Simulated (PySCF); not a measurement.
# WHF: triplet, from a linear start

Where does triplet WHF go from a linear start, is the end point a minimum, and what are its modes, charges and moments?

Computed with PySCF 2.14.0. Level: PBE0, basis W def2-TZVP with ECP60, H def2-TZVP, F def2-TZVP, scalar-relativistic core potentials, no spin–orbit coupling, density fitting.

### 1 Where the work starts

3 atoms, charge 0, spin multiplicity 3.

Bond lengths: W1–H2 1.690 Å, W1–F3 2.010 Å. Angles: H2–W1–F3 180.0°.

Z-matrix (Å, degrees; charge 0 multiplicity 3):
```
W
H  1 1.6900
F  1 2.0100 2 180.00
```

### 2 The SCF at the typed geometry

One driver script runs all steps and calls PySCF; scf.py shows how it sets up the SCF of each step. The optimiser is the driver's own. After this first run the driver tries any further starts and a stability analysis.

scf.py

```python
from pyscf import gto, scf, dft
mol = gto.M(atom='''
W      0.000000     0.000000     0.000000
H      0.000000     0.000000    -1.690000
F      0.000000     0.000000     2.010000''',
    basis={'W': 'def2-TZVP', 'H': 'def2-TZVP', 'F': 'def2-TZVP'},
    ecp={'W': 'def2-TZVP'},
    charge=0, spin=2)
mf = dft.UKS(mol, xc='PBE0')
mf.grids.atom_grid = (50, 194)
aux = {'W': 'def2-universal-JKFIT', 'H': 'def2-universal-JKFIT', 'F': 'def2-universal-JKFIT'}
mf = mf.density_fit(auxbasis=aux)
mf.conv_tol = 1e-08
mf.diis_space = 10
mf.max_cycle = 60
mf.init_guess = 'minao'
mf.verbose = 4
mf.kernel()
```

On the command line:

```bash
$ OMP_NUM_THREADS=2 python axn.py task.json out
```

After this run come: Relaxation: linear start, triplet; Releasing the symmetry; Vibrations and properties at this point.

**Question.** What will these runs give? Wanted: minimum; geometry; wavenumbers; dipole moment; highest occupied, lowest empty level; polar-tensor charge of W1; zero-point energy; atomisation energy; ⟨S²⟩.

**Answer**, as computed:

| quantity | value |
| --- | --- |
| minimum | triplet, Cs |
| geometry | W–F 1.814 Å, W–H 1.702 Å; F–W–H 126.0° |
| wavenumbers (cm⁻¹) | 503 (a'), 723 (a'), 2006 (a') |
| dipole moment | 1.34 D |
| highest occupied, lowest empty level (either spin) | -5.44, -3.29 eV |
| polar-tensor charge of W1 | +0.68 e |
| zero-point energy | 19.3 kJ/mol |
| entropy at 298.15 K | 273.2 J/(mol K) |
| atomisation energy (no zero-point energy) | 754 kJ/mol |
| ⟨S²⟩ | 2.051 |

What this shows: From C∞v at the start the molecule goes to a Cs minimum. In the infrared the band at 2006 cm⁻¹ (a', stretch) leads. Most of the spin sits on W1 (Mulliken spin 2.09, against 2 for the whole molecule). The first SCF alone would have been 19 kJ/mol too high. Only this shape and spin were tried, so other structures or states may lie lower. Open d and f shells are described by one determinant, and the ground state may have another occupation or spin. With an element this heavy the missing spin–orbit coupling can shift these numbers.
